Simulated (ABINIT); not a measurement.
# SiF (R-3m) in ABINIT: settings compared

One crystal, SiF, is run at these levels: PBE+D2, PW91; tasks: single point.

Everything below comes from runs of ABINIT 10.8.3 (patched build). Logs are shortened: lines on timing, memory, paths and dates and some standing lists are left out, and cuts for length are marked. The log counts tension as positive stress, the text compression.

## 1. The structure

The structure is trigonal, space group R-3m (No. 166). The conventional cell has a = 2.677 Å, b = 2.677 Å, c = 11.695 Å, α = 90.00°, β = 90.00°, γ = 120.00°. Si (site symmetry -3m) has 6 F at 2.49 Å and 6 Si at 2.68 Å as nearest neighbours. F (site symmetry -3m) is surrounded by 6 Si at 2.49 Å and 6 F at 2.68 Å.

The cell was built by a generator and needn't be a form met in nature.

## 2. Single point, PBE+D2 (cell squeezed)

The input, run.abi:

```
# Pseudopotentials
pp_dirpath "./"
pseudos "Si_ONCV_PBE-1.2.upf, F_ONCV_PBE-1.2.upf"

# Structure
acell 3*1.0
rprim
     2.4953995862     1.4407176275     7.2671755272
    -2.4953995862     1.4407176275     7.2671755272
     0.0000000000    -2.8814352549     7.2671755272
ntypat 2
znucl 14 9
natom 2
typat 1 2
xred
     0.5000000000     0.5000000000     0.5000000000
     0.0000000000     0.0000000000     0.0000000000
chkprim 0
chksymtnons 0
tolsym 1.0e-6

# Plane-wave basis
ecut 40.0

# k points
kptopt 1
ngkpt 9 9 9
nshiftk 1
shiftk 0.0 0.0 0.0

# Exchange and correlation
ixc 11
vdw_xc 5

# Bands and occupations
nband 10
occopt 3
tsmear 0.05 eV

# SCF cycle
nstep 100
tolvrs 1.0e-10

# Output
iomode 3
prtwf 0
prtden 0
prteig 0
prtebands 0
```

Potentials or basis: SG15 NC PBE v1.2.

The run is started by

```console
$ abinit run.abi > log 2>&1
```

run.abo:

```text
.Version 10.8.3 of ABINIT
 Symmetries : space group C2/m (# 12); Bravais mC (1-face-center monocl.)
================================================================================
 Values of the parameters that define the memory need of the present run
     intxc =       0    ionmov =       0      iscf =       7    lmnmax =       4
     lnmax =       4     mgfft =      48  mpssoang =       2    mqgrid =    3001
     natom =       2  nloc_mem =       1    nspden =       1   nspinor =       1
    nsppol =       1      nsym =       4    n1xccc =       0    ntypat =       2
    occopt =       3   xclevel =       2
       mpw =        1908          nfft =      110592          nkpt =         205
================================================================================
================================================================================

--------------------------------------------------------------------------------
------------- Echo of variables that govern the present computation ------------
--------------------------------------------------------------------------------
 -outvars: echo values of preprocessed input variables --------
            acell      1.0000000000E+00  1.0000000000E+00  1.0000000000E+00 Bohr
              amu      2.80855000E+01  1.89984032E+01
          chkprim           0
      chksymtnons           0
             ecut      4.00000000E+01 Hartree
                       outvar_i_n : Printing only first  50 k-points.
              ixc          11
                       outvar_i_n : Printing only first  50 k-points.
         kptrlatt        9    0    0      0    9    0      0    0    9
          kptrlen      4.49171459E+01
            natom           2
            nband          10
            ngfft          48      48      48
             nkpt         205
            nstep         100
             nsym           4
           ntypat           2
                       prtocc : prtvol=0, do not print more k-points.
           occopt           3
           prtden           0
        prtebands           0
           prteig           0
            prtwf           0
            rprim      2.4953995862E+00  1.4407176275E+00  7.2671755272E+00
                      -2.4953995862E+00  1.4407176275E+00  7.2671755272E+00
                       0.0000000000E+00 -2.8814352549E+00  7.2671755272E+00
          spgroup          12
           tolsym      1.00000000E-06
           tolvrs      1.00000000E-10
           tsmear      1.83746611E-03 Hartree
            typat      1  2
           vdw_xc           5
                       outvars : Printing only first  50 k-points.
           xangst      4.4197992486E-17  2.6458829858E-11  5.7684355110E+00
                       0.0000000000E+00  0.0000000000E+00  0.0000000000E+00
            xcart      8.3522101113E-17  4.9999942044E-11  1.0900763291E+01
                       0.0000000000E+00  0.0000000000E+00  0.0000000000E+00
             xred      5.0000000000E-01  5.0000000000E-01  5.0000000000E-01
                       0.0000000000E+00  0.0000000000E+00  0.0000000000E+00
            znucl       14.00000    9.00000

================================================================================

 chkinp: Checking input parameters for consistency.

================================================================================
== DATASET  1 ==================================================================

--- !DatasetInfo
iteration_state: {dtset: 1, }
dimensions: {natom: 2, nkpt: 205, mband: 10, nsppol: 1, nspinor: 1, nspden: 1, mpw: 1908, }
cutoff_energies: {ecut:  40.0, pawecutdg:  -1.0, }
electrons: {nelect:   1.10000000E+01, charge:   0.00000000E+00, occopt:   3.00000000E+00, tsmear:   1.83746611E-03, }
meta: {optdriver: 0, ionmov: 0, optcell: 0, iscf: 7, paral_kgb: 0, }
...

 Exchange-correlation functional for the present dataset will be:
  GGA: Perdew-Burke-Ernzerhof functional - ixc=11
  J.P.Perdew, K.Burke, M.Ernzerhof, PRL 77, 3865 (1996)

 Real(R)+Recip(G) space primitive vectors, cartesian coordinates (Bohr,Bohr^-1):
 R(1)=  2.4953996  1.4407176  7.2671755  G(1)=  0.2003687  0.1156831  0.0458683
 R(2)= -2.4953996  1.4407176  7.2671755  G(2)= -0.2003687  0.1156831  0.0458683
 R(3)=  0.0000000 -2.8814353  7.2671755  G(3)=  0.0000000 -0.2313662  0.0458683
 Unit cell volume ucvol=  1.5676022E+02 bohr^3
 Angles (23,13,12)=  3.72295085E+01  3.72295085E+01  3.72295459E+01 degrees

 getcut: wavevector=  0.0000  0.0000  0.0000  ngfft=  48  48  48
         ecut(hartree)=     40.000   => boxcut(ratio)=   2.15671

--- Pseudopotential description ------------------------------------------------
- pspini: atom type   1  psp file is ./Si_ONCV_PBE-1.2.upf
12 -101130 1 -1 602                           pspcod,pspxc,lmax,lloc,mmax
     nproj     2     2

- pspini: atom type   2  psp file is ./F_ONCV_PBE-1.2.upf
12 -101130 1 -1 602                           pspcod,pspxc,lmax,lloc,mmax
     nproj     2     2

   4.75516902E+00                                ecore*ucvol(ha*bohr**3)
--------------------------------------------------------------------------------

================================================================================

--- !BeginCycle
iteration_state: {dtset: 1, }
solver: {iscf: 7, nstep: 100, nline: 4, wfoptalg: 0, }
tolerances: {tolvrs: 1.00E-10, }
...

     iter   Etot(hartree)      deltaE(h)  residm     vres2
 ETOT  1  -27.756667174955    -2.776E+01 7.704E-02 5.987E+02
 ETOT  2  -27.726101371068     3.057E-02 7.661E-02 9.878E+02
 ETOT  3  -27.813272436618    -8.717E-02 5.196E-03 2.308E+01
 ETOT  4  -27.814426219329    -1.154E-03 6.072E-04 1.658E+00
 ETOT  5  -27.814492496910    -6.628E-05 4.859E-04 1.912E-02
 ETOT  6  -27.814493901348    -1.404E-06 1.923E-05 1.542E-04
 ETOT  7  -27.814493911528    -1.018E-08 1.153E-05 7.198E-06
 ETOT  8  -27.814493912192    -6.633E-10 1.227E-06 1.581E-08
 ETOT  9  -27.814493912193    -1.048E-12 3.622E-07 3.213E-10
 ETOT 10  -27.814493912193    -3.553E-14 8.217E-08 1.083E-11

 At SCF step   10       vres2   =  1.08E-11 < tolvrs=  1.00E-10 =>converged.

 Cartesian components of stress tensor (hartree/bohr^3)
  sigma(1 1)= -9.86666688E-06  sigma(3 2)=  6.96169596E-10
  sigma(2 2)= -9.87659844E-06  sigma(3 1)=  0.00000000E+00
  sigma(3 3)= -9.88504452E-05  sigma(2 1)=  0.00000000E+00

--- !ResultsGS
iteration_state: {dtset: 1, }
comment   : Summary of ground state results
lattice_vectors:
- [  2.4953996,   1.4407176,   7.2671755, ]
- [ -2.4953996,   1.4407176,   7.2671755, ]
- [  0.0000000,  -2.8814353,   7.2671755, ]
lattice_lengths: [   7.81758,    7.81758,    7.81758, ]
lattice_angles: [ 37.230,  37.230,  37.230, ] # degrees, (23, 13, 12)
lattice_volume:   1.5676022E+02
convergence: {deltae: -3.553E-14, res2:  1.083E-11, residm:  8.217E-08, diffor: null, }
etotal    :  -2.78144939E+01
entropy   :   0.00000000E+00
fermie    :   3.12123413E-01
cartesian_stress_tensor: # hartree/bohr^3
- [ -9.86666688E-06,   0.00000000E+00,   0.00000000E+00, ]
- [  0.00000000E+00,  -9.87659844E-06,   6.96169596E-10, ]
- [  0.00000000E+00,   6.96169596E-10,  -9.88504452E-05, ]
pressure_GPa:   1.1630E+00
xred      :
- [  5.0000E-01,   5.0000E-01,   5.0000E-01, Si]
- [  0.0000E+00,   0.0000E+00,   0.0000E+00,  F]
cartesian_forces: # hartree/bohr
- [ -0.00000000E+00,  -0.00000000E+00,  -0.00000000E+00, ]
- [ -0.00000000E+00,  -0.00000000E+00,  -0.00000000E+00, ]
force_length_stats: {min:   0.00000000E+00, max:   0.00000000E+00, mean:   0.00000000E+00, }
...

 Integrated electronic density in atomic spheres:
 ------------------------------------------------
 Atom  Sphere_radius  Integrated_density
    1        2.00000          1.58319493
    2        2.00000          7.00470333
================================================================================

 ----iterations are completed or convergence reached----

 Mean square residual over all n,k,spin=   11.677E-11; max=  82.172E-09
 reduced coordinates (array xred) for    2 atoms
       0.500000000000      0.500000000000      0.500000000000
       0.000000000000      0.000000000000      0.000000000000
 rms dE/dt=  0.0000E+00; max dE/dt=  0.0000E+00; dE/dt below (all hartree)
    1       0.000000000000      0.000000000000      0.000000000000
    2       0.000000000000      0.000000000000      0.000000000000

 cartesian coordinates (angstrom) at end:
    1      0.00000000000000     0.00000000002646     5.76843551102598
    2      0.00000000000000     0.00000000000000     0.00000000000000

 cartesian forces (hartree/bohr) at end:
    1     -0.00000000000000    -0.00000000000000    -0.00000000000000
    2     -0.00000000000000    -0.00000000000000    -0.00000000000000
 frms,max,avg= 0.0000000E+00 0.0000000E+00   0.000E+00  0.000E+00  0.000E+00 h/b

 cartesian forces (eV/Angstrom) at end:
    1     -0.00000000000000    -0.00000000000000    -0.00000000000000
    2     -0.00000000000000    -0.00000000000000    -0.00000000000000
 frms,max,avg= 0.0000000E+00 0.0000000E+00   0.000E+00  0.000E+00  0.000E+00 e/A
 length scales=  1.000000000000  1.000000000000  1.000000000000 bohr
              =  0.529177210544  0.529177210544  0.529177210544 angstroms
 Fermi (or HOMO) energy (hartree) =   0.31212   Average Vxc (hartree)=  -0.39057
 Eigenvalues (hartree) for nkpt= 205  k points:
 kpt#   1, nband= 10, wtk=  0.00137, kpt=  0.0000  0.0000  0.0000 (reduced coord)
  -0.57590   -0.08710    0.03454    0.18399    0.18399    0.44181    0.59971    0.74097
   0.74097    0.78830
      occupation numbers for kpt#   1
   2.00000    2.00000    2.00000    2.00000    2.00000    0.00000    0.00000    0.00000
   0.00000    0.00000
 prteigrs : prtvol=0 or 1, do not print more k-points.

--- !EnergyTerms
iteration_state     : {dtset: 1, }
comment             : Components of total free energy in Hartree
kinetic             :  1.73845013082304E+01
hartree             :  8.42373315884269E+00
xc                  : -5.80573476831676E+00
Ewald energy        : -2.10793881601482E+01
psp_core            :  3.03340283901729E-02
local_psp           : -2.51000491630078E+01
non_local_psp       : -1.65663896801567E+00
VdWaals_dft_d       : -1.12199560716600E-02
internal            : -2.78144625200969E+01
'-kT*entropy'       : -3.13920958193806E-05
total_energy        : -2.78144939121927E+01
total_energy_eV     : -7.56870937081162E+02
band_energy         : -6.78350591857117E-02
...

 Cartesian components of stress tensor (hartree/bohr^3)
  sigma(1 1)= -9.86666688E-06  sigma(3 2)=  6.96169596E-10
  sigma(2 2)= -9.87659844E-06  sigma(3 1)=  0.00000000E+00
  sigma(3 3)= -9.88504452E-05  sigma(2 1)=  0.00000000E+00

-Cartesian components of stress tensor (GPa)         [Pressure=  1.1630E+00 GPa]
- sigma(1 1)= -2.90287362E-01  sigma(3 2)=  2.04820166E-05
- sigma(2 2)= -2.90579558E-01  sigma(3 1)=  0.00000000E+00
- sigma(3 3)= -2.90828051E+00  sigma(2 1)=  0.00000000E+00

== END DATASET(S) ==============================================================
================================================================================

 -outvars: echo values of variables after computation  --------
            acell      1.0000000000E+00  1.0000000000E+00  1.0000000000E+00 Bohr
           etotal     -2.7814493912E+01
            fcart     -0.0000000000E+00 -0.0000000000E+00 -0.0000000000E+00
                      -0.0000000000E+00 -0.0000000000E+00 -0.0000000000E+00
            rprim      2.4953995862E+00  1.4407176275E+00  7.2671755272E+00
                      -2.4953995862E+00  1.4407176275E+00  7.2671755272E+00
                       0.0000000000E+00 -2.8814352549E+00  7.2671755272E+00
           strten     -9.8666668792E-06 -9.8765984418E-06 -9.8850445244E-05
                       6.9616959561E-10  0.0000000000E+00  0.0000000000E+00
           xangst      4.4197992486E-17  2.6458829858E-11  5.7684355110E+00
                       0.0000000000E+00  0.0000000000E+00  0.0000000000E+00
             xred      5.0000000000E-01  5.0000000000E-01  5.0000000000E-01
                       0.0000000000E+00  0.0000000000E+00  0.0000000000E+00
 Calculation completed.
```

Run time: 3 min. Hardware: 1 thread of Arm Neoverse V2, shared host; peak memory 0.14 GiB.

Results:

```yaml
Free_energy: -756.8709 eV
Pressure: 1.2 GPa
Band_gap_on_the_k_mesh: none (metal or under the smearing width)
Valence_electrons_inside_the_program's_atomic_spheres: Si 1.58; F 7.00
```

Caveat: an odd number of electrons without spin polarisation forces a metal; a magnetic or distorted state may lie lower; pairwise dispersion overbinds metals, which lowers pressure and volume.

## 3. Single point, PW91

The input, run.abi:

```
# Pseudopotentials
pp_dirpath "./"
pseudos "Si_ONCV_PBE-1.2.upf, F_ONCV_PBE-1.2.upf"

# Structure
acell 3*1.0 Angstrom
rprim
     1.3386000000     0.7728400000     3.8983100000
    -1.3386000000     0.7728400000     3.8983100000
     0.0000000000    -1.5456800000     3.8983100000
ntypat 2
znucl 14 9
natom 2
typat 1 2
xred
     0.5000000000     0.5000000000     0.5000000000
     0.0000000000     0.0000000000     0.0000000000

# Plane-wave basis
ecut 40.0

# k points
kptopt 1
ngkpt 9 9 9
nshiftk 1
shiftk 0.0 0.0 0.0

# Exchange and correlation
ixc -109134

# Bands and occupations
nband 10
occopt 3
tsmear 0.00183747

# SCF cycle
nstep 100
tolvrs 1.0e-10

# Output
iomode 3
prtwf 0
prteig 0
prtebands 0
enunit 1
prtden 1
prtvha 1
prtvclmb 1
prtpot 1
prtelf 1
```

Potentials or basis: SG15 NC PBE v1.2.

The run is started by

```console
$ abinit run.abi > log 2>&1
```

Wall time 99 s (1 thread of Arm Neoverse V1, shared host); peak memory 0.11 GiB.

It converged, with:

```
Free energy                                           : -757.3452 eV
Pressure                                              : 0.0 GPa
Band gap on the k mesh                                : none (metal or under the smearing width)
Valence electrons inside the program's atomic spheres : Si 1.56; F 6.99
```

Levels at points of the mesh, in eV from the Fermi level:
```
           k point  band 1  band 2  band 3  band 4  band 5  band 6  band 7  band 8  band 9  band 10
(0.00, 0.00, 0.00)  -23.83  -10.69   -7.20   -3.34   -3.34    3.41    7.78   11.11   11.11    12.77
```

Caveat: this build's PW91 may differ from other programs'; the potentials were made for another functional, which shifts forces and pressure; an odd number of electrons without spin polarisation forces a metal; a magnetic or distorted state may lie lower.
